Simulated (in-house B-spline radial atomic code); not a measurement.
# Ru⁴¹⁺: other nuclei and constants

Thought experiments on Ru⁴¹⁺: change the model or size of the nucleus and the speed of light, one thing at a time, and follow the levels.

Program: in-house B-spline radial atomic code version 1. Level of theory: Dirac-Hartree-Fock, average of configuration, Fermi nucleus, basis-set limit. These are calculated values, not measurements, unless marked.

## Step 1: Starting point

```
element       : ruthenium (Z = 44)
charge        : +41
electrons     : 3
configuration : [He] 2s1
Hamiltonian   : Dirac-Coulomb
nucleus       : Fermi, rms radius 4.481 fm
```

Outer shells as boxes (Hund's rule):

[He] 2s1
```
[He] core
2s [↑ ]
```

The boxes draw the filling by Hund's rule, which heavy ions in jj coupling don't follow; these runs average over all states of the configuration.

Input settings:

```ini
Z = 44
electrons = 3.0
configuration = [He] 2s1
hamiltonian = dirac
method = hf
spin_polarised = False
nucleus = fermi
rms_radius = 4.4809
mass_number = 102
atomic_mass = 101.904340312
speed_of_light = 137.035999084
```

This reference run was done before. Its total energy is -2192.249374 hartree (electron-nucleus part -4554.9786, recoil term 0.01180150), and its levels are (the highest eight at most):

```tsv
orbital	occupation	energy (eV)	<r> (bohr)
1s1/2	2	-26040.0	0.03320
2s1/2	1	-6317.50	0.1351
```

## Step 2: Gaussian nucleus

Input settings:

```ini
Z = 44
electrons = 3.0
configuration = [He] 2s1
hamiltonian = dirac
method = hf
spin_polarised = False
nucleus = gauss
rms_radius = 4.4809
mass_number = 102
atomic_mass = 101.904340312
speed_of_light = 137.035999084
```

## Step 3: Uniform sphere

The settings differ from step 2 so:

```diff
@@ -6,3 +6,3 @@
 spin_polarised = False
-nucleus = gauss
+nucleus = sphere
 rms_radius = 4.4809
```

## Step 4: Nearly point-like nucleus (rms radius 0.01 fm)

The settings differ from step 3 so:

```diff
@@ -6,4 +6,4 @@
 spin_polarised = False
-nucleus = sphere
-rms_radius = 4.4809
+nucleus = gauss
+rms_radius = 0.01
 mass_number = 102
```

## Step 5: Rms radius × 0.98

The settings differ from step 4 so:

```diff
@@ -6,4 +6,4 @@
 spin_polarised = False
-nucleus = gauss
-rms_radius = 0.01
+nucleus = fermi
+rms_radius = 4.3913
 mass_number = 102
```

## Step 6: Rms radius × 1.02

The settings differ from step 5 so:

```diff
@@ -7,3 +7,3 @@
 nucleus = fermi
-rms_radius = 4.3913
+rms_radius = 4.5705
 mass_number = 102
```

## Step 7: Speed of light × 0.9

Input settings:

```ini
Z = 44
electrons = 3.0
configuration = [He] 2s1
hamiltonian = dirac
method = hf
spin_polarised = False
nucleus = fermi
rms_radius = 4.4809
mass_number = 102
atomic_mass = 101.904340312
speed_of_light = 123.3323991756
```

**Question.** By how much, and in which direction, does each change move the total energy and the levels?

As calculated:

All values are changes from the reference run; energy changes under 5e-05 eV count as noise.

| change | Δ total energy (eV) | Δ 1s1/2 level (eV) | Δ 2s1/2 level (eV) |
| --- | --- | --- | --- |
| Gaussian nucleus | -0.00493 | -0.002265 | -0.0002956 |
| uniform sphere | +0.002042 | +0.0009382 | +0.0001224 |
| nearly point-like nucleus (rms radius 0.01 fm) | -1.924 | -0.8843 | -0.1151 |
| rms radius × 0.98 | -0.07206 | -0.03312 | -0.00431 |
| rms radius × 1.02 | +0.07335 | +0.03371 | +0.004387 |
| speed of light × 0.9 | -402.5 | -169.3 | -50.82 |

What this shows: The largest shift, -402.5 eV, belongs to the run "speed of light × 0.9". A radius 2 % larger raises the energy by 0.0733 eV, and one 2 % smaller lowers it by 0.0721 eV. At a fixed rms radius the shape of the nuclear charge matters less than that: at most 0.0049 eV.
